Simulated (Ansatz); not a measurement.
# TiRh: the cost of one run

Method: DFT PBEsol, frozen-core PAW, scalar-relativistic unless said, in Ansatz 0.2.0.

## Step 1: The structure to begin with

Symmetry: Pm-3m, No. 221, cubic system. The conventional cell has a = 3.115 Å, b = 3.115 Å, c = 3.115 Å, α = 90.00°, β = 90.00°, γ = 90.00°. Around Ti (site symmetry m-3m) lie 8 Rh at 2.70 Å. Rh (site symmetry m-3m) is surrounded by 8 Ti at 2.70 Å.

Coordinates:

```
Ti Rh
1.0
     3.11520    0.00000    0.00000
     0.00000    3.11520    0.00000
     0.00000    0.00000    3.11520
Ti Rh
1 1
Direct
  0.50000 0.50000 0.50000
  0.00000 0.00000 0.00000
```

Cartesian axes are those of the input's lattice vectors. The structure goes back to a database entry.

## Step 2: Cell and atoms relaxed, PAW

Input file input.yaml:

```yaml
crystal:
  lattice:
    - [3.115202, 0.0, 0.0]
    - [0.0, 3.115202, 0.0]
    - [0.0, 0.0, 3.115202]
  atoms:
    - { symbol: Ti, position: [0.5, 0.5, 0.5] }
    - { symbol: Rh, position: [0.0, 0.0, 0.0] }
kpoints:
  mp_grid: { grid: [16, 16, 16] }
scf:
  occupations: { method: fermi_dirac, width: 0.08 }
hamiltonian:
  xc: pbesol
  pseudopotentials: { kind: paw }
relax:
  f_tol: 0.002
  max_steps: 80
  cell: {}
output:
  forces: true
  stress: true
```

Command:

```sh
$ ansatz run input.yaml --threads 1 --pin off --max-ram 3072MiB --backend cpu --events-out ev --progress --plain --runs-dir out
```

What time and memory should one allow on 1 thread of Arm Neoverse V2, shared host?

About 20 s, with a peak of 0.39 GiB.
